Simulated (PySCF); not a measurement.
# CuCl₃: structure of the triplet

Aim: relax CuCl₃ as a triplet from a trigonal planar start, check by its vibrations whether the end is a minimum, and collect its spectrum and constants.

Program: PySCF 2.14.0. Level of theory: PBE0, basis Cu def2-TZVP, Cl def2-TZVP, no relativity, density fitting. These are calculated values, not measurements.

## Step 1: Starting geometry

4 atoms, charge 0, spin multiplicity 3.

Bond lengths: Cu1–Cl2 2.110 Å, Cu1–Cl3 2.110 Å, Cu1–Cl4 2.110 Å. Angles: Cl2–Cu1–Cl3 120.0°, Cl2–Cu1–Cl4 120.0°, Cl3–Cu1–Cl4 120.0°.

Z-matrix (Å, degrees; charge 0 multiplicity 3):
```
Cu
Cl 1 2.1100
Cl 1 2.1100 2 120.00
Cl 1 2.1100 2 120.00 3 180.00
```

## Step 2: First SCF at the start

The steps below are one call of a driver around PySCF. For each, scf.py gives the equivalent set-up of the SCF; relaxations use the driver's own optimiser. After this first run the driver tries any further starts and a stability analysis.

scf.py

```python
from pyscf import gto, scf, dft
mol = gto.M(atom='''
Cu     0.000000     0.000000     0.000000
Cl     2.110000     0.000000     0.000000
Cl    -1.055000     1.827300     0.000000
Cl    -1.055000    -1.827300     0.000000''',
    basis={'Cu': 'def2-TZVP', 'Cl': 'def2-TZVP'},
    charge=0, spin=2)
mf = dft.UKS(mol, xc='PBE0')
mf.grids.atom_grid = (50, 194)
aux = {'Cu': 'def2-universal-JKFIT', 'Cl': 'def2-universal-JKFIT'}
mf = mf.density_fit(auxbasis=aux)
mf.conv_tol = 1e-08
mf.diis_space = 10
mf.max_cycle = 60
mf.init_guess = 'minao'
mf.verbose = 4
mf.kernel()
```

On the command line:

```bash
> OMP_NUM_THREADS=4 python axn.py task.json out
```

Further steps of the session: Trigonal planar start, triplet: relaxation; Frequencies.

What does the calculation give? Wanted: minimum; geometry; wavenumbers; dipole moment; highest occupied, lowest empty level; polar-tensor charge of Cu1; zero-point energy; atomisation energy; ⟨S²⟩.

The runs gave:

| quantity | value |
| --- | --- |
| minimum | triplet, D3h |
| geometry | Cu–Cl 2.093 Å (×3); Cl–Cu–Cl 120.0° (×3) |
| wavenumbers (cm⁻¹) | 92 (a2''), 100 (e'), 331 (a1'), 408 (e') |
| dipole moment | 0.00 D |
| highest occupied, lowest empty level (either spin) | -8.92, -6.71 eV |
| polar-tensor charge of Cu1 | +0.86 e |
| zero-point energy | 8.6 kJ/mol |
| entropy at 298.15 K | 343.3 J/(mol K) |
| atomisation energy (no zero-point energy) | 674 kJ/mol |
| ⟨S²⟩ | 2.009 |

The trigonal planar start keeps its D3h symmetry and ends in a minimum. In the infrared the band at 408 cm⁻¹ (e', stretch) leads. The dipole vanishes although Cu1 carries +0.9 e by the polar tensor: the bond dipoles cancel. Other starts or spin states, not run here, may lie lower. One determinant may miss the lowest occupation of an open d or f shell.
